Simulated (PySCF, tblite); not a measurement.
# C₄H₇BF₄O: geometry, infrared bands and NMR shifts

What infrared bands and NMR shifts should C₄H₇BF₄O (`CB[C@@H](OC(F)F)C(F)F`) show?

Programs: tblite 0.8.0 and PySCF 2.14.0, with density-fitted response routines of our own. Each step states its level of theory. These are calculated values for one molecule in the gas phase, unless marked as measured. Atoms count from 0, in the outputs and in this text.

**1. The molecule as given**

17 atoms, charge 0, multiplicity 1; geometry from: force field or distance geometry start.

Bonds of the start (Å): C0–B1 1.58, B1–C2 1.62, C2–O3 1.40, O3–C4 1.43, C4–F5 1.38, C4–F6 1.38, C2–C7 1.53, C7–F8 1.38, C7–F9 1.39, C0–H10 1.12, C0–H11 1.11, C0–H12 1.11, B1–H13 1.18, C2–H14 1.12, C4–H15 1.12, C7–H16 1.11.

**2. Optimising the geometry with GFN2-xTB**

What the job is given:

```
{"job": {"kind": "relax", "xc": "GFN2-xTB", "basis": "xTB"}, "charge": 0, "multiplicity": 1}
C     -2.276400     0.096100     0.403700
B     -1.083000    -0.071500    -0.624600
C      0.435300     0.297700    -0.197500
O      1.243000    -0.842800    -0.330600
C      1.364600    -1.520500     0.924400
F      1.906000    -2.769200     0.692700
F      2.210700    -0.809000     1.752800
C      0.974200     1.392100    -1.129000
F      2.281700     1.676300    -0.791800
F      0.207800     2.541200    -1.016400
H     -3.034300     0.794900    -0.029300
H     -1.927600     0.501500     1.373700
H     -2.767500    -0.885700     0.589100
H     -1.288800    -0.510900    -1.695500
H      0.424300     0.737600     0.832700
H      0.374500    -1.660000     1.422100
H      0.948400     1.044200    -2.186400
```

On the command line:

```sh
$ OMP_NUM_THREADS=1 python probes_run.py task.json out
```

One launch serves the whole session: the jobs run in the order shown.

Standard output:

```text
step      E/eV     max force
  0    -988.77642    3.005
  1    -989.05247    0.758
  2    -989.12078    0.691
  3    -989.13997    0.448
  4    -989.15023    0.181
  5    -989.15328    0.161
  6    -989.15689    0.155
  7    -989.15919    0.112
  8    -989.16117    0.105
  9    -989.16262    0.101
 10    -989.16421    0.108
 11    -989.16607    0.112
 12    -989.16825    0.116
 13    -989.17050    0.134
 14    -989.17284    0.129
 15    -989.17543    0.125
 16    -989.17818    0.131
 17    -989.18067    0.131
 18    -989.18268    0.126
 19    -989.18440    0.113
 20    -989.18608    0.097
 21    -989.18779    0.113
 22    -989.18949    0.094
 23    -989.19111    0.109
 24    -989.19250    0.090
 25    -989.19357    0.079
 26    -989.19442    0.075
 27    -989.19524    0.072
 28    -989.19608    0.080
 29    -989.19692    0.075
 30    -989.19782    0.083
 31    -989.19897    0.099
 32    -989.20058    0.131
 33    -989.20249    0.132
 34    -989.20418    0.111
 35    -989.20518    0.162
 36    -989.20669    0.103
 37    -989.20833    0.102
 38    -989.21124    0.128
 39    -989.21361    0.141
 40    -989.21639    0.129
 41    -989.21878    0.123
 42    -989.22077    0.171
 43    -989.22207    0.214
 44    -989.22493    0.088
 45    -989.22633    0.070
 46    -989.22775    0.082
 47    -989.22867    0.102
 48    -989.23010    0.116
 49    -989.23137    0.088
 50    -989.23244    0.073
 51    -989.23347    0.075
 52    -989.23463    0.081
 53    -989.23572    0.109
 54    -989.23691    0.109
 55    -989.23851    0.112
 56    -989.24117    0.109
 57    -989.24333    0.126
 58    -989.24659    0.118
 59    -989.23200    0.705
 60    -989.24973    0.084
 61    -989.25135    0.072
 62    -989.24641    0.558
 63    -989.25524    0.069
 64    -989.25691    0.073
 65    -989.25322    0.431
 66    -989.25918    0.056
 67    -989.26011    0.050
 68    -989.26120    0.159
 69    -989.26186    0.069
 70    -989.26236    0.043
 71    -989.26295    0.043
 72    -989.26340    0.054
 73    -989.26394    0.049
 74    -989.26447    0.044
 75    -989.26496    0.043
 76    -989.26533    0.045
 77    -989.26577    0.049
 78    -989.26629    0.052
 79    -989.26680    0.056
 80    -989.26731    0.059
 81    -989.26800    0.058
 82    -989.26903    0.064
 83    -989.27035    0.066
 84    -989.27169    0.085
 85    -989.27282    0.083
 86    -989.27371    0.065
 87    -989.27446    0.050
 88    -989.27511    0.047
 89    -989.27554    0.074
 90    -989.27598    0.047
 91    -989.27632    0.042
 92    -989.27681    0.044
 93    -989.27713    0.050
 94    -989.27781    0.058
 95    -989.27860    0.076
 96    -989.27949    0.074
 97    -989.28027    0.074
 98    -989.28081    0.067
 99    -989.28126    0.058
100    -989.28184    0.047
101    -989.28273    0.047
102    -989.28334    0.050
103    -989.28378    0.065
104    -989.28420    0.047
105    -989.28464    0.037
106    -989.28500    0.034
107    -989.28526    0.037
108    -989.28548    0.038
109    -989.28569    0.039
110    -989.28590    0.029
111    -989.28615    0.035
112    -989.28643    0.038
113    -989.28671    0.046
114    -989.28702    0.050
115    -989.28739    0.048
116    -989.28782    0.047
117    -989.28826    0.047
118    -989.28863    0.045
119    -989.28896    0.045
120    -989.28929    0.041
121    -989.28962    0.038
122    -989.28992    0.038
123    -989.29019    0.039
124    -989.29042    0.039
125    -989.29063    0.034
126    -989.29080    0.028
127    -989.29090    0.025
128    -989.29097    0.030
129    -989.29108    0.028
130    -989.29127    0.029
131    -989.29190    0.065
132    -989.29292    0.078
133    -989.29366    0.344
134    -989.29634    0.111
135    -989.29923    0.101
136    -989.29988    0.609
137    -989.30717    0.095
138    -989.31093    0.109
139    -989.30195    0.638
140    -989.31484    0.091
141    -989.31658    0.153
142    -989.31984    0.169
143    -989.32205    0.193
144    -989.32441    0.124
145    -989.32677    0.138
146    -989.32821    0.100
147    -989.33022    0.120
148    -989.33267    0.099
149    -989.32926    0.300
150    -989.33434    0.058
151    -989.33487    0.064
152    -989.33570    0.059
153    -989.33628    0.041
154    -989.33647    0.024
155    -989.33657    0.024
156    -989.33666    0.026
157    -989.33674    0.024
158    -989.33685    0.016
159    -989.33693    0.019
160    -989.33701    0.025
161    -989.33709    0.022
162    -989.33720    0.021
163    -989.33734    0.026
164    -989.33750    0.032
165    -989.33766    0.033
166    -989.33781    0.029
167    -989.33798    0.033
168    -989.33815    0.036
169    -989.33835    0.039
170    -989.33858    0.038
171    -989.33887    0.037
172    -989.33923    0.040
173    -989.33964    0.042
174    -989.34009    0.044
175    -989.34052    0.044
176    -989.34087    0.028
177    -989.34107    0.026
178    -989.34114    0.018
179    -989.34122    0.034
180    -989.34128    0.025
181    -989.34135    0.011
182    -989.34137    0.017
183    -989.34140    0.009
```

Run time: 2.7 s. Hardware: 1 thread of Intel Xeon at 2.50GHz, shared host; peak memory 0.18 GiB.

Step by step: (not every step is listed)

| step | energy from step 0 (eV) | largest force (eV/Å) |
| --- | --- | --- |
| 0 | 0.0000 | 3.0048 |
| 1 | -0.2760 | 0.7581 |
| 2 | -0.3444 | 0.6906 |
| 3 | -0.3635 | 0.4477 |
| 4 | -0.3738 | 0.1811 |
| 5 | -0.3769 | 0.1611 |
| 6 | -0.3805 | 0.1547 |
| 7 | -0.3828 | 0.1120 |
| 8 | -0.3847 | 0.1047 |
| 25 | -0.4171 | 0.0795 |
| 42 | -0.4443 | 0.1708 |
| 59 | -0.4556 | 0.7051 |
| 76 | -0.4889 | 0.0448 |
| 93 | -0.5007 | 0.0504 |
| 110 | -0.5095 | 0.0286 |
| 127 | -0.5145 | 0.0248 |
| 144 | -0.5480 | 0.1236 |
| 161 | -0.5607 | 0.0221 |
| 178 | -0.5647 | 0.0180 |
| 179 | -0.5648 | 0.0340 |
| 180 | -0.5649 | 0.0246 |
| 181 | -0.5649 | 0.0109 |
| 182 | -0.5649 | 0.0169 |
| 183 | -0.5650 | 0.0093 |

Close pairs (by a distance rule), those that changed most:

| bond | before (Å) | after (Å) | change (Å) |
| --- | --- | --- | --- |
| O3–C4 | 1.431 | 1.344 | -0.088 |
| C4–F5 | 1.381 | 1.336 | -0.045 |
| C2–O3 | 1.404 | 1.446 | +0.042 |
| C7–F9 | 1.386 | 1.352 | -0.033 |
| C0–B1 | 1.584 | 1.555 | -0.029 |
| C7–F8 | 1.380 | 1.352 | -0.028 |
| C0–H12 | 1.113 | 1.087 | -0.026 |
| C0–H10 | 1.118 | 1.093 | -0.025 |

The next job starts from the end point, and lists it.

**3. Vibrational analysis with GFN2-xTB**

What the job is given:

```
{"job": {"kind": "ir", "xc": "GFN2-xTB", "basis": "xTB"}, "charge": 0, "multiplicity": 1}
C     -2.190470     0.716196     0.344064
B     -1.079400    -0.289547    -0.072400
C      0.452399     0.167684     0.015891
O      1.436971    -0.821389    -0.363604
C      1.535929    -1.863503     0.478766
F      2.340683    -2.778814    -0.067892
F      2.124575    -1.495976     1.656573
C      0.730281     1.360558    -0.910838
F      0.311763     2.511064    -0.337069
F      0.055330     1.264691    -2.078927
H     -2.545026     1.192085    -0.574076
H     -1.864471     1.520039     0.998612
H     -3.066060     0.240726     0.779860
H     -1.332468    -1.344840    -0.506173
H      0.707696     0.526194     1.026192
H      0.574774    -2.343602     0.748161
H      1.800496     1.450464    -1.147049
```

Standard output:

```text
mode    cm-1     km/mol
  1      34.6      0.30
  2      43.9      4.97
  3      67.8      1.30
  4      73.6      1.11
  5      92.5      4.82
  6     138.1      4.77
  7     168.3      1.23
  8     210.1      0.85
  9     280.1      2.11
 10     332.1      3.14
 11     356.5      8.37
 12     460.2     28.67
 13     487.5      7.05
 14     518.9      2.24
 15     558.7      2.84
 16     631.7      6.00
 17     659.9     52.02
 18     756.2     18.90
 19     829.6     71.17
 20     896.2      4.04
 21     951.4    185.57
 22     971.9    121.43
 23    1030.1     26.33
 24    1034.6    281.41
 25    1058.0     19.35
 26    1096.5     93.48
 27    1114.9    170.49
 28    1140.5    142.96
 29    1162.8    264.19
 30    1185.2    103.98
 31    1239.5     22.74
 32    1270.7     44.63
 33    1282.6     43.51
 34    1294.3      9.97
 35    1301.8     38.82
 36    1370.0     58.55
 37    1448.6     11.99
 38    1477.5      1.38
 39    2666.2     85.69
 40    2841.3     56.37
 41    2858.5     17.71
 42    2911.4     17.33
 43    2973.6      3.83
 44    3037.6     12.02
 45    3051.3     16.44
```

Wall time 1.2 s (1 thread of Intel Xeon at 2.50GHz, shared host); peak memory 0.18 GiB.

Which atoms move in the most intense modes:

| cm⁻¹ | km/mol | atoms |
| --- | --- | --- |
| 951 | 185.6 | C4 63 %, F6 30 % |
| 972 | 121.4 | H14 26 %, C7 20 %, H13 15 %, F9 14 % |
| 1035 | 281.4 | C7 25 %, C2 16 %, F8 12 % |
| 1096 | 93.5 | C4 40 %, F5 24 %, C7 13 % |
| 1115 | 170.5 | C7 34 %, H16 12 %, C2 12 %, C4 10 % |
| 1140 | 143.0 | B1 34 %, H14 19 %, H13 16 % |
| 1163 | 264.2 | O3 43 %, C4 41 % |
| 1185 | 104.0 | H14 28 %, C2 24 %, H16 15 %, C7 15 % |

**4. NMR shieldings: PBE0/pcSseg-1**

Settings changed since step 3:

```diff
@@ -1,2 +1,2 @@
-{"job": {"kind": "ir", "xc": "GFN2-xTB", "basis": "xTB"}, "charge": 0, "multiplicity": 1}
+{"job": {"kind": "nmr", "xc": "PBE0", "basis": "pcSseg-1"}, "charge": 0, "multiplicity": 1}
 C     -2.190470     0.716196     0.344064
```

With the program's defaults for keys left out, this is: GIAO PBE0/pcSseg-1 NMR shielding, non-relativistic, gas phase.

Standard output:

```text
coarse grid: 15200 points
cycle   1  E = -655.0499370402  dE =  1.393e+00  |g| = 1.076e+00  |ddm| = 3.485e+00
cycle   2  E = -654.8838616288  dE =  1.661e-01  |g| = 1.518e+00  |ddm| = 1.330e+00
cycle   3  E = -655.2453903905  dE = -3.615e-01  |g| = 7.517e-02  |ddm| = 8.000e-01
cycle   4  E = -655.2461754984  dE = -7.851e-04  |g| = 4.094e-02  |ddm| = 7.821e-02
cycle   5  E = -655.2465285917  dE = -3.531e-04  |g| = 6.712e-03  |ddm| = 3.254e-02
cycle   6  E = -655.2465343688  dE = -5.777e-06  |g| = 3.275e-03  |ddm| = 5.278e-03
cycle   7  E = -655.2465360872  dE = -1.718e-06  |g| = 3.670e-04  |ddm| = 1.942e-03
final grid: 151272 points
cycle   8  E = -655.3396420041  dE = -6.181e-05  |g| = 1.164e-02  |ddm| = 2.963e-02
cycle   9  E = -655.3396218590  dE =  2.015e-05  |g| = 1.611e-02  |ddm| = 1.650e-02
cycle  10  E = -655.3396680906  dE = -4.623e-05  |g| = 1.213e-03  |ddm| = 9.522e-03
cycle  11  E = -655.3396683697  dE = -2.791e-07  |g| = 3.375e-04  |ddm| = 1.112e-03
cycle  12  E = -655.3396683863  dE = -1.663e-08  |g| = 1.440e-04  |ddm| = 2.537e-04
cycle  13  E = -655.3396683892  dE = -2.847e-09  |g| = 2.464e-05  |ddm| = 8.394e-05
cycle  14  E = -655.3396683893  dE = -1.080e-10  |g| = 7.675e-06  |ddm| = 2.347e-05
converged SCF energy = -655.3396683893

GIAO shielding tensors (ppm)
atom      isotropic    diamagn.    paramagn.     s11        s22        s33       span
  0 C      172.629     253.543     -80.914    142.383    178.539    196.964     54.581
  1 B        8.708     191.892    -183.184    -66.493    -28.737    121.354    187.847
  2 C      100.533     253.395    -152.862     86.327     94.326    120.945     34.618
  3 O      219.152     399.900    -180.748    174.891    208.520    274.044     99.152
  4 C       62.721     240.923    -178.203     42.626     68.020     77.516     34.889
  5 F      273.633     467.024    -193.391    184.496    292.329    344.073    159.577
  6 F      275.221     473.027    -197.805    211.461    243.010    371.192    159.732
  7 C       60.880     239.290    -178.410     47.893     65.360     69.387     21.494
  8 F      303.273     473.457    -170.185    203.457    316.226    390.134    186.677
  9 F      305.347     474.318    -168.971    218.511    338.509    359.020    140.509
 10 H       30.717      29.134       1.583     26.010     29.802     36.339     10.329
 11 H       29.994      31.658      -1.664     26.075     30.643     33.264      7.189
 12 H       30.138      28.900       1.238     26.422     27.576     36.416      9.994
 13 H       23.466      30.816      -7.351     16.379     26.363     27.655     11.276
 14 H       27.101      33.062      -5.961     21.676     26.861     32.764     11.088
 15 H       25.157      28.847      -3.690     22.463     23.933     29.076      6.614
 16 H       25.145      28.039      -2.894     23.168     24.822     27.446      4.278
```

Run time: 86 s. Hardware: 1 thread of Intel Xeon at 2.50GHz, shared host; peak memory 0.92 GiB.

The references, computed at this level on geometries of the same kind, shield at (ppm): 1H TMS 31.72, 13C TMS 186.9, 19F CFCl3 170.9, 17O H2O 336.1, 11B BF3·OEt2 100.1. Their shielding less the atom's gives the shift. The references are single molecules in the gas phase, so shifts against H2O, NH3, PH3, H3PO4 or CFCl3 are not on the usual liquid scales and can be off by tens of ppm. Atoms listed in one row are averaged.

| atoms | environment | σ (ppm) | δ (ppm) | δ scaled to CDCl3 |
| --- | --- | --- | --- | --- |
| C7 | sp3 CH bonded to 2 F | 60.9 | 126.0 | 121.1 |
| C4 | sp3 CH bonded to 2 F and O | 62.7 | 124.2 | 119.3 |
| C2 | sp3 CH bonded to B and O | 100.5 | 86.4 | 82.4 |
| C0 | methyl carbon bonded to B | 172.6 | 14.3 | 12.0 |
| H13 | hydrogen on a boron bonded to 2 C | 23.47 | 8.25 | – |
| H16 | hydrogen on an sp3 CH bonded to 2 F | 25.15 | 6.57 | 6.30 |
| H15 | hydrogen on an sp3 CH bonded to 2 F and O | 25.16 | 6.56 | 6.29 |
| H14 | hydrogen on an sp3 CH bonded to B and O | 27.10 | 4.62 | 4.46 |
| H10, H11, H12 | hydrogen on a methyl carbon bonded to B | 30.28 | 1.43 | 1.46 |
| B1 | boron bonded to 2 C, H | 8.7 | 91.4 | – |
| O3 | ether oxygen | 219.2 | 116.9 | – |
| F5 | fluorine of a CF2 group | 273.6 | -102.7 | – |
| F6 | fluorine of a CF2 group | 275.2 | -104.3 | – |
| F8 | fluorine of a CF2 group | 303.3 | -132.3 | – |
| F9 | fluorine of a CF2 group | 305.3 | -134.4 | – |

The scaled column applies a straight-line fit of computed shieldings to shifts measured in CDCl3, and one for carbons that bear F (root-mean-square error 0.16 ppm for H, 1.9 ppm for C).

Charges from the same density, by scheme (e):

| atoms | Mulliken | IAO | Hirshfeld | ESP fit |
| --- | --- | --- | --- | --- |
| C0 | -0.52 | -0.58 | -0.19 | -0.71 |
| B1 | 0.29 | 0.20 | 0.18 | 0.52 |
| C2 | -0.16 | -0.10 | -0.04 | -0.18 |
| O3 | -0.49 | -0.37 | -0.14 | -0.35 |
| C4 | 0.69 | 0.61 | 0.20 | 0.54 |
| F5 | -0.27 | -0.28 | -0.10 | -0.21 |
| F6 | -0.31 | -0.33 | -0.13 | -0.24 |
| C7 | 0.52 | 0.46 | 0.16 | 0.29 |
| F8 | -0.30 | -0.30 | -0.09 | -0.21 |
| F9 | -0.30 | -0.30 | -0.10 | -0.19 |

Mayer bond orders: C0–B1 1.09, B1–C2 0.90, C2–O3 0.81, O3–C4 1.06, C4–F5 1.02, C4–F6 0.94, C2–C7 1.00, C7–F8 0.95, C7–F9 0.96.

**5. Results**

| quantity | value |
| --- | --- |
| strongest single infrared mode (GFN2-xTB) | 1035 cm⁻¹, 281 km/mol |
| zero-point energy (GFN2-xTB) | 70.6 kcal/mol |
| 13C shifts against TMS (PBE0/pcSseg-1) | 126.0, 124.2, 86.4, 14.3 ppm |
| 1H shifts against TMS (PBE0/pcSseg-1, means over atoms taken as alike) | 8.25, 6.57, 6.56, 4.62, 1.43 ppm |
| 11B shifts against BF3·OEt2 (PBE0/pcSseg-1) | 91.4 ppm |
| 17O shifts against H2O (PBE0/pcSseg-1) | 116.9 ppm |
| 19F shifts against CFCl3 (PBE0/pcSseg-1) | -102.7, -104.3, -132.3, -134.4 ppm |

**Reading.** The optimisation took 183 steps and gained 0.565 eV; among the close pairs (by a distance rule), O3–C4 changed most, from 1.431 to 1.344 Å. All 45 modes are real, so the xTB geometry is a minimum. The strongest single mode, at 1035 cm⁻¹, is spread over several atoms, C7, C2, F8 among them. Unscaled tight-binding wavenumbers are off by several per cent, some by more. Its intensities can rank the bands wrongly.
